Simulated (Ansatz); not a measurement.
# C2H6ClFO2Zr: ionisation energy by level of theory

How much energy removes an electron from C2H6ClFO2Zr at fixed geometry? The cation is run at each level and the neutral's energy taken from earlier runs.

Computed with Ansatz 0.2.0, Gaussian basis. Level: unrestricted cation, the program's frozen cores in correlated methods.

Levels to be run: UKS PBE-D4/def2-TZVPP; UKS r2SCAN-D4/def2-TZVPP; UKS PBE0-D4/def2-TZVPP; UKS B3LYP-D4/def2-TZVPP; UKS wB97X-V/def2-TZVPP; UKS wB97M-V/def2-TZVPP; UKS B2PLYP/def2-TZVPP; UHF-CCSD(T)/def2-TZVPP; UHF-MP2/def2-QZVPP; extrapolation to the limit; then −ε(HOMO) from the neutral's earlier runs with LDA (SPW92), PBE-D4, revPBE-D4, BLYP-D4, r2SCAN-D4, B97M-V, PBE0-D4, B3LYP-D4, r2SCANh-D4, r2SCAN0-D4, HSE06-D4, BHLYP-D4, CAM-B3LYP-D4, LC-ωPBE, ωB97X-V, ωB97M-V.

## Step 1: The relaxed structure

All runs share one geometry, relaxed beforehand with PBE0-D4 in a triple-zeta def2 set. Zr takes the def2 core potential; no spin-orbit term is included.

SMILES `CC[O][Zr]([OH])([F])[Cl]`, 13 atoms, charge 0, spin multiplicity 1.

Atoms are counted from 1 here; the program's logs count them from 0.

Bond lengths: C1–C2 1.511 Å, C1–H8 1.093 Å, C1–H9 1.092 Å, C1–H10 1.092 Å, C2–O3 1.400 Å, C2–H11 1.096 Å, C2–H12 1.096 Å, O3–Zr4 1.890 Å, Zr4–O5 1.909 Å, Zr4–F6 1.910 Å, Zr4–Cl7 2.373 Å, O5–H13 0.953 Å. Angles: C2–C1–H8 110.2°, C2–C1–H9 110.7°, C2–C1–H10 110.8°, H8–C1–H9 108.4°, H8–C1–H10 108.4°, H9–C1–H10 108.4°, C1–C2–O3 111.2°, C1–C2–H11 110.6°, C1–C2–H12 110.6°, O3–C2–H11 108.3°, O3–C2–H12 108.6°, H11–C2–H12 107.5°, C2–O3–Zr4 178.5°, O3–Zr4–O5 110.6°, O3–Zr4–F6 108.2°, O3–Zr4–Cl7 108.3°, O5–Zr4–F6 109.1°, O5–Zr4–Cl7 110.2° and more.

## Step 2: Cation, UKS PBE-D4/def2-TZVPP

Contents of in.yaml:

```yaml
crystal:
  periodic: [false, false, false]
  atoms:
    - {symbol: C, position_ang: [-2.165470, -0.141938, 0.284392]}
    - {symbol: C, position_ang: [-0.865199, -0.753866, 0.751362]}
    - {symbol: O, position_ang: [0.220466, -0.257996, 0.019105]}
    - {symbol: Zr, position_ang: [1.683396, 0.454532, -0.942986]}
    - {symbol: O, position_ang: [3.020229, 1.105493, 0.253566]}
    - {symbol: F, position_ang: [1.045445, 1.901589, -2.014445]}
    - {symbol: Cl, position_ang: [2.577534, -1.261704, -2.316560]}
    - {symbol: H, position_ang: [-2.999750, -0.540943, 0.866347]}
    - {symbol: H, position_ang: [-2.341840, -0.367942, -0.769271]}
    - {symbol: H, position_ang: [-2.148436, 0.943187, 0.406212]}
    - {symbol: H, position_ang: [-0.889383, -1.843325, 0.636081]}
    - {symbol: H, position_ang: [-0.697988, -0.538826, 1.813102]}
    - {symbol: H, position_ang: [3.560996, 1.301751, 1.013105]}
basis:
  gaussian: {orbitals: def2-TZVPP}
total_charge: 1
magnetization: {spin_polarized: true, initial_magnetization: 1}
hamiltonian: {xc: pbe, dispersion: d4}
```

The run is started by

```console
> ansatz run in.yaml --threads 2 --pin off --events-out ev --progress --plain --max-ram 31744MiB --backend cuda --devices 0, --max-vram 18GiB
```

After this run come: Cation, UKS r2SCAN-D4/def2-TZVPP; Cation, UKS PBE0-D4/def2-TZVPP; Cation, UKS B3LYP-D4/def2-TZVPP; Cation, UKS wB97X-V/def2-TZVPP; Cation, UKS wB97M-V/def2-TZVPP; Cation, UKS B2PLYP (frozen core)/def2-TZVPP; Cation, UHF-CCSD(T)/def2-TZVPP; Cation, UHF-MP2/def2-QZVPP.

Before running them: what should the planned runs give, taken together? Wanted: ionisation energy, CCSD(T)/CBS; nearest functional by difference; nearest −ε(HOMO); −ε(HOMO) of PBE; T1 of the cation.

**Answer**, as computed:

| quantity | value |
| --- | --- |
| ionisation energy, CCSD(T)/CBS | 11.10 eV |
| nearest functional by difference | ωB97X-V (-0.28 eV) |
| nearest −ε(HOMO) | ωB97X-V (-0.09 eV) |
| −ε(HOMO) of PBE | 7.12 eV |
| T1 of the cation | 0.036 |

In words: By cation minus neutral, the functionals miss by 1.27 eV at most. The PBE orbital energy is 4.0 eV too small: a semilocal HOMO is no ionisation energy. Among orbital estimates ωB97X-V comes nearest. Hartree-Fock falls 1.22 eV short, as the neutral has more correlation energy than the cation. The cation's T1 (from the report) is 0.036, near the customary mark of 0.045 for open shells, so the coupled-cluster value is less safe. Correlated methods include outer-core shells of Zr, which these sets cover unevenly.
